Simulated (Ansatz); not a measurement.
# Ge3Pd (Pm-3m) in Ansatz: reference runs

How does Ge3Pd come out in PBEsol? The cell is run as given and disturbed.

All numbers are computed with Ansatz 0.2.0; they aren't measurements. Logs are shortened: lines on timing, memory, paths and dates and some standing lists are left out, and cuts for length are marked.

## 1. The structure

Symmetry: Pm-3m, No. 221, cubic system. The conventional cell has a = 4.142 Å, b = 4.142 Å, c = 4.142 Å, α = 90.00°, β = 90.00°, γ = 90.00°. Pd (site symmetry m-3m) has 12 Ge at 2.93 Å as nearest neighbours. Ge (site symmetry 4/mmm) has 4 Pd at 2.93 Å and 8 Ge at 2.93 Å as nearest neighbours.

The cell comes from a database or a generator and needn't be the stable form of this composition.

## 2. Single point, PBEsol

Contents of input.yaml:

```yaml
crystal:
  lattice:
    - [4.142023, 0.0, 0.0]
    - [0.0, 4.142023, 0.0]
    - [0.0, 0.0, 4.142023]
  atoms:
    - { symbol: Pd, position: [0.0, 0.0, 0.0] }
    - { symbol: Ge, position: [0.5, 0.5, 0.0] }
    - { symbol: Ge, position: [0.5, 0.0, 0.5] }
    - { symbol: Ge, position: [0.0, 0.5, 0.5] }
kpoints:
  mp_grid: { grid: [7, 7, 7] }
scf:
  occupations: { method: fermi_dirac, width: 0.05 }
hamiltonian:
  xc: pbesol
  pseudopotentials: { kind: all_electron, lapw: { basis_error: 0.001 } }
output:
  forces: true
  stress: true
  eigenvalues: true
  populations: true
```

Potentials or basis: all-electron LAPW, scalar-relativistic.

Run with:

```sh
$ ansatz run input.yaml --threads 2 --pin off --max-ram 8192MiB --backend cpu --events-out ev --progress --plain --runs-dir out
```

What it wrote:

```text
Warning: RAYON_NUM_THREADS=2 ignored (pool sized by the plan → 2); use --threads N
Pd: projections on atomic orbitals take those of the free atom 1s2 2s2 2p6 3s2 3p6 3d10 4s2 4p6 4d10, of charge +0.00 (hamiltonian.pseudopotentials.projection_atoms)
Ge: projections on atomic orbitals take those of the free atom 1s2 2s2 2p6 3s2 3p6 3d10 4s2 4p2, of charge +0.00 (hamiltonian.pseudopotentials.projection_atoms)
LAPW: plane waves up to 7.532 Å⁻¹, error target 1.0e-3 eV per atom; small_component_spin mean_spin; Ge in spheres of 1.419 Å, 22 of its electrons in bands, Dirac shells []; Pd in spheres of 1.510 Å, 18 of its electrons in bands, Dirac shells [] (how accurate: hamiltonian.pseudopotentials.lapw.basis_error, Limitations)
Engine: ansatz 0.2.0, aarch64-unknown-linux-gnu
Pseudopotentials: kind: all_electron
Pseudopotential: Pd, LAPW, valence charge 18, lapw/all_electron/scalar/gaussian/Pd, Koelling and Harmon's equation, gaussian nucleus
Pseudopotential: Ge, LAPW, valence charge 22, lapw/all_electron/scalar/gaussian/Ge, Koelling and Harmon's equation, gaussian nucleus
Functional definition: PBEsol
  exchange = pbesol_x
  correlation = pbesol_c
Crystal: 4 atoms, lattice volume = 71.062 Å³
Basis set: ecut = 216.13366772623021 eV, 485 PW (Γ), exchange–correlation at level 2
Bands: 51, of which v1, the nominal top of the filled ones, is band 42 counted from 1 (41 counted from 0)
Symmetry: 48 space group operations
Space group: Pm-3m (ITA 221), of the structure as read, at distance tolerance 4.1e-5 Å
k-points: 20 of 343
Non-local potential: Pd, projectors of the file, none
Non-local potential: Ge, projectors of the file, none
Initial density: superposition of atomic densities (chi_scale 0.1, normalization cell, long waves kept (reshape's long-wave potential 0.00 eV rms))
Initial wavefunctions: plane waves of lowest kinetic energy (no species holds an atomic orbital)
Functional: x = pbesol(κ = 0.804, μ = 0.12345679012345678), c = pbesol(β = 0.046)
iter 1 solved again at ethr=9.43e-3 eV; its pass at ethr=1.00e-1 eV (dr2=7.92e0 eV) is discarded
SCF iter   1: F=—  HF=-308467.995078 eV  |F-HF|=—  |Δ(HF+E_count)|=         —  Δρ=6.71e-2  dr2=7.92e0  ethr=9.43e-3  ⟨swp⟩=2.0  Hψ=6482  notcnv=0
preconditioner: auto → Kerker (q_TF=auto, 2.805 Å⁻¹)  [metal: Δε(μ)=0.019 eV  Ē_g=20.748 eV  σ=0.050 eV  W_gap=0.09  n_scr=26 (ndim 8)  ℏωp=31.8 eV  f_vac=0.000  D(μ)=5.15/eV (n_scr^D=56)]
SCF iter   2: F=—  HF=-308472.686391 eV  |F-HF|=—  |Δ(HF+E_count)|=    4.69e0  Δρ=4.46e-2  dr2=3.22e0  ethr=9.43e-3  ⟨swp⟩=3.0  Hψ=3082  notcnv=0
SCF iter   3: F=—  HF=-308465.503374 eV  |F-HF|=—  |Δ(HF+E_count)|=    7.18e0  Δρ=1.74e-2  dr2=4.59e-1  ethr=3.83e-3  ⟨swp⟩=2.1  Hψ=3243  notcnv=0
iter 4 solved again at ethr=4.06e-5 eV; its pass at ethr=5.46e-4 eV (dr2=3.41e-2 eV) is discarded
SCF iter   4: F=—  HF=-308464.832140 eV  |F-HF|=—  |Δ(HF+E_count)|=   6.71e-1  Δρ=4.68e-3  dr2=3.41e-2  ethr=4.06e-5  ⟨swp⟩=2.0  Hψ=5349  notcnv=0
SCF iter   5: F=—  HF=-308464.828240 eV  |F-HF|=—  |Δ(HF+E_count)|=   3.90e-3  Δρ=3.08e-3  dr2=1.77e-2  ethr=4.06e-5  ⟨swp⟩=2.0  Hψ=3069  notcnv=0
SCF iter   6: F=—  HF=-308464.827177 eV  |F-HF|=—  |Δ(HF+E_count)|=   1.06e-3  Δρ=2.81e-3  dr2=1.53e-2  ethr=2.11e-5  ⟨swp⟩=2.0  Hψ=3069  notcnv=0
SCF iter   7: F=—  HF=-308464.822947 eV  |F-HF|=—  |Δ(HF+E_count)|=   4.23e-3  Δρ=1.24e-3  dr2=3.10e-3  ethr=1.82e-5  ⟨swp⟩=2.0  Hψ=3069  notcnv=0
SCF iter   8: F=—  HF=-308464.821861 eV  |F-HF|=—  |Δ(HF+E_count)|=   1.09e-3  Δρ=2.76e-4  dr2=8.57e-5  ethr=3.69e-6  ⟨swp⟩=2.0  Hψ=3069  notcnv=0
SCF iter   9: F=—  HF=-308464.821919 eV  |F-HF|=—  |Δ(HF+E_count)|=   5.83e-5  Δρ=2.89e-4  dr2=1.63e-4  ethr=1.02e-7  ⟨swp⟩=2.0  Hψ=3073  notcnv=0
SCF iter  10: F=—  HF=-308464.821859 eV  |F-HF|=—  |Δ(HF+E_count)|=   6.06e-5  Δρ=1.03e-4  dr2=1.88e-5  ethr=1.02e-7  ⟨swp⟩=2.0  Hψ=3069  notcnv=0
SCF iter  11: F=—  HF=-308464.821849 eV  |F-HF|=—  |Δ(HF+E_count)|=   9.74e-6  Δρ=1.40e-5  dr2=3.18e-7  ethr=2.24e-8  ⟨swp⟩=2.0  Hψ=3071  notcnv=0
SCF iter  12: F=-308464.821849 eV  HF=-308464.821849 eV  |F-HF|=7.28e-9  |Δ(HF+E_count)|=   1.44e-7  Δρ=2.82e-6  dr2=5.90e-9  ethr=3.79e-10  ⟨swp⟩=2.0  Hψ=3071  notcnv=0
SCF 1 converged in 12 iterations: F = -308464.821849 eV  dr2 = 5.90e-9
SCF converged after 12 iterations
Free energy (F): -308464.821849 eV
Harris-Foulkes:  -308464.821849 eV  (|F-HF|=7.28e-9)
Internal energy: -308464.804311 eV  (E = F + TS)
E sigma→0 (E₀):  -308464.813080 eV
Entropy (-TS):   -0.017538 eV (-4.384 meV/atom)
Fermi energy:    14.611272 eV
--- Per-component energies (eV) ---
  E_band       = -3047.156043
  E_kinetic    = 318006.451876
  E_xc         = -10238.612249
  E_electrostatic = -616232.643938  (all electrons and nuclei)
  E_smearing   = -0.017538  (= −TS)
  E_closure    = 0.000000  (closes the sum)
  E_atoms      = -308445.804879  (free atoms, spherical and without spin; not in F)
  Σ components = -308464.821849   (vs F -308464.821849, Δ=0.00e0)
  Basis errors (estimates in eV, not in F): energy 2.3e-4 per atom: plane waves 2.2e-4 (1.1e-4 summed), levels above the bands 1.9e-80, relativity 1.0e-8, radial functions 9.0e-6, core shells 4.2e-7; eigenvalues (radial functions only) 4.3e-6; not estimated: angular momenta, meshes, grids; target (lapw.basis_error) 1.0e-3; muffin-tin radii Ge 1.419 Å, Pd 1.510 Å
--- Forces (eV/Å), atoms counted from 1 ---
  atom   1  Pd    -0.00000000     0.00000000    -0.00000000
  atom   2  Ge     0.00000000    -0.00000000    -0.00000000
  atom   3  Ge     0.00000000     0.00000000     0.00000000
  atom   4  Ge     0.00000000    -0.00000000    -0.00000000
  max |Σ_I F_I| component: 1.45e-30 eV/Å
--- Stress (GPa, compression-positive) ---
       -4.694912       0.000000       0.000000
        0.000000      -4.694912      -0.000000
        0.000000      -0.000000      -4.694912
  P = ⅓ Tr σ = -4.6949 GPa (-46.949 kbar)
--- Band table (eV; the first three rows and the last of 20) ---
  k-point 0: bands = ["-148.7748", "-148.7746", "-148.7746", "-96.0915", "-96.0915", "-96.0915", "-96.0810", "-96.0810", "-96.0810", "-96.0810", "-96.0810", "-96.0810", "-69.5417", "-35.3212", "-35.3212", "-35.3212", "-10.1279", "-10.1279", "-10.1279", "-10.1170", "-10.0642", "-10.0642", "-10.0200", "-10.0200", "-10.0200", "-10.0043", "-10.0043", "-9.9648", "-9.9561", "-9.9561", "-9.9561", "1.9409", "8.6471", "8.6471", "11.1291", "11.1291", "11.1291", "11.9618", "11.9618", "11.9618", "13.0532", "13.0532", "15.4236", "17.5963", "17.5963", "17.5963", "20.2141", "20.2141", "20.2141", "23.5734", "23.5734"]
  k-point 1: bands = ["-148.7748", "-148.7746", "-148.7746", "-96.0915", "-96.0915", "-96.0915", "-96.0810", "-96.0810", "-96.0810", "-96.0810", "-96.0810", "-96.0810", "-69.5417", "-35.3215", "-35.3212", "-35.3212", "-10.1267", "-10.1200", "-10.1200", "-10.1117", "-10.0634", "-10.0596", "-10.0211", "-10.0200", "-10.0200", "-10.0085", "-10.0042", "-9.9687", "-9.9647", "-9.9647", "-9.9561", "2.1120", "7.8048", "8.7852", "10.9788", "10.9788", "11.3973", "11.9691", "12.2500", "12.2500", "12.7148", "13.4119", "16.1783", "17.4052", "17.4052", "17.5143", "19.1722", "19.6853", "19.6853", "23.5682", "23.9937"]
  k-point 2: bands = ["-148.7748", "-148.7747", "-148.7746", "-96.0914", "-96.0914", "-96.0914", "-96.0811", "-96.0810", "-96.0810", "-96.0810", "-96.0810", "-96.0810", "-69.5417", "-35.3221", "-35.3212", "-35.3212", "-10.1240", "-10.0977", "-10.0977", "-10.0977", "-10.0615", "-10.0473", "-10.0237", "-10.0207", "-10.0207", "-10.0203", "-10.0039", "-9.9879", "-9.9879", "-9.9794", "-9.9561", "2.6132", "6.3191", "9.1862", "10.7560", "10.7560", "11.8321", "11.9013", "11.9856", "12.9188", "12.9188", "13.9376", "16.4188", "16.4188", "17.3903", "17.4092", "18.2967", "19.7471", "19.7471", "23.5555", "23.9567"]
  k-point 19: bands = ["-148.7747", "-148.7747", "-148.7747", "-96.0924", "-96.0909", "-96.0909", "-96.0815", "-96.0815", "-96.0815", "-96.0805", "-96.0805", "-96.0805", "-69.5416", "-35.3223", "-35.3223", "-35.3223", "-10.0895", "-10.0840", "-10.0840", "-10.0751", "-10.0751", "-10.0703", "-10.0701", "-10.0210", "-10.0153", "-10.0153", "-10.0061", "-10.0061", "-9.9710", "-9.9710", "-9.9654", "5.8643", "6.4533", "6.4533", "9.2137", "10.2004", "10.3218", "10.3218", "12.3883", "12.3883", "13.0751", "13.0751", "13.1942", "14.8055", "21.2168", "21.2168", "21.6825", "22.0946", "22.0946", "26.2716", "26.6953"]
--- Löwdin populations: 4 sites ---
  site symbol       q [e]
     0     Pd     45.3005
     1     Ge     32.1567
     2     Ge     32.1567
     3     Ge     32.1567
  spilling = 0.001615 (of n_electrons = 142.000000)
```

populations.tsv:

```text
# site	symbol	l	j	q
# orbitals = lowdin
# n_electrons = 142.000000
# spilling = 0.001615
# projection_atom_Pd: 1s2 2s2 2p6 3s2 3p6 3d10 4s2 4p6 4d10
# projection_atom_Ge: 1s2 2s2 2p6 3s2 3p6 3d10 4s2 4p2
0	Pd	0_1S	-	2.000000
0	Pd	0_2S	-	1.999984
0	Pd	0_3S	-	1.999752
0	Pd	0_4S	-	1.996430
0	Pd	1_2P	-	5.999999
0	Pd	1_3P	-	5.999965
0	Pd	1_4P	-	5.995299
0	Pd	2_3D	-	9.999994
0	Pd	2_4D	-	9.309033
1	Ge	0_1S	-	1.999996
1	Ge	0_2S	-	1.999805
1	Ge	0_3S	-	1.995701
1	Ge	0_4S	-	1.686318
1	Ge	1_2P	-	5.999994
1	Ge	1_3P	-	5.998479
1	Ge	1_4P	-	2.478307
1	Ge	2_3D	-	9.998124
2	Ge	0_1S	-	1.999996
2	Ge	0_2S	-	1.999805
2	Ge	0_3S	-	1.995701
2	Ge	0_4S	-	1.686318
2	Ge	1_2P	-	5.999994
2	Ge	1_3P	-	5.998479
2	Ge	1_4P	-	2.478307
2	Ge	2_3D	-	9.998124
3	Ge	0_1S	-	1.999996
3	Ge	0_2S	-	1.999805
3	Ge	0_3S	-	1.995701
3	Ge	0_4S	-	1.686318
3	Ge	1_2P	-	5.999994
3	Ge	1_3P	-	5.998479
3	Ge	1_4P	-	2.478307
3	Ge	2_3D	-	9.998124
```

Run time: 8.7 s. Hardware: 2 threads of Arm Neoverse V2, shared host; peak memory 0.38 GiB.

Results:

```
Free energy            : -308464.8218 eV
Pressure               : -4.7 GPa
Band gap on the k mesh : none (metal or under the smearing width)
Loewdin charges        : Pd +0.70; Ge -0.16 e
```

Levels at points of the mesh, in eV from the Fermi level:
```csv
k point,band 38,band 39,band 40,band 41,band 42,band 43,band 44,band 45,band 46,band 47
"(0.00, 0.00, 0.00)",-2.65,-2.65,-2.65,-1.56,-1.56,0.81,2.99,2.99,2.99,5.60
```

Caveat: the atomic charges don't sum to the cell's charge.

## 3. Equation of state, PBEsol

Potentials or basis: all-electron LAPW, scalar-relativistic.

No new run: the results of the series are fitted here.

What came out:

- Equilibrium volume: 16.86 Å³/atom
- Bulk modulus: 103 GPa
- Pressure derivative of the bulk modulus: 5.1

Energy against volume, from the lowest point:
```csv
volume (Å³/atom),energy (meV/atom)
16.700,0.00
17.055,0.18
17.410,4.86
17.766,13.48
18.121,25.56
18.476,40.69
18.831,58.50
```

## 4. Single point, PBEsol (atoms moved at random, drawn with an rms of 0.05 Å)

Edit input.yaml of step 2 so:

```diff
@@ -6,6 +6,6 @@
   atoms:
-    - { symbol: Pd, position: [0.0, 0.0, 0.0] }
-    - { symbol: Ge, position: [0.5, 0.5, 0.0] }
-    - { symbol: Ge, position: [0.5, 0.0, 0.5] }
-    - { symbol: Ge, position: [0.0, 0.5, 0.5] }
+    - { symbol: Pd, position: [0.00622, -0.004141, -0.016869] }
+    - { symbol: Ge, position: [0.500399, 0.496279, 5.7e-05] }
+    - { symbol: Ge, position: [0.499462, 0.005685, 0.499023] }
+    - { symbol: Ge, position: [0.009616, 0.493489, 0.506108] }
 kpoints:
```

Run with:

```sh
$ ansatz run input.yaml --threads 2 --pin off --max-ram 8192MiB --backend cpu --events-out ev --progress --plain --runs-dir out
```

Wall time 2.3 min (2 threads of Arm Neoverse V2, shared host); peak memory 1.1 GiB.

Results (log left out):

```yaml
Free_energy: -308464.8185 eV
Pressure: -4.5 GPa
Largest_force: 0.132 eV/Å
Band_gap_on_the_k_mesh: none (metal or under the smearing width)
Loewdin_charges: Pd +0.70; Ge -0.16 e
```

Forces in eV/Å, atoms in the order of the input:
```
Pd  -0.022 -0.043 -0.046
Ge   0.062  0.063  0.099
Ge   0.066 -0.090 -0.021
Ge  -0.105  0.070 -0.032
```

Levels at points of the mesh, in eV from the Fermi level:
| k point | band 38 | band 39 | band 40 | band 41 | band 42 | band 43 | band 44 | band 45 | band 46 | band 47 |
| --- | --- | --- | --- | --- | --- | --- | --- | --- | --- | --- |
| (0.00, 0.00, 0.00) | -2.66 | -2.65 | -2.64 | -1.56 | -1.55 | 0.80 | 2.99 | 3.01 | 3.01 | 5.60 |

Caveat: the atomic charges don't sum to the cell's charge.

## 5. Overview

| task | cell | cutoff (eV) | gap on the mesh (eV) | pressure (GPa) |
| --- | --- | --- | --- | --- |
| single point | as given | 216 | none | -4.7 |
| equation of state | as given | - | - | - |
| single point | atoms moved at random, drawn with an rms of 0.05 Å | 230 | none | -4.5 |

Alike in all rows: level PBEsol; potentials or basis all-electron LAPW, scalar-relativistic; no spin polarisation; k mesh 7 × 7 × 7; smearing fermi-dirac 0.05 eV; basis error allowed 0.001 eV/atom.

Compare energies only between runs with the same functional and basis.
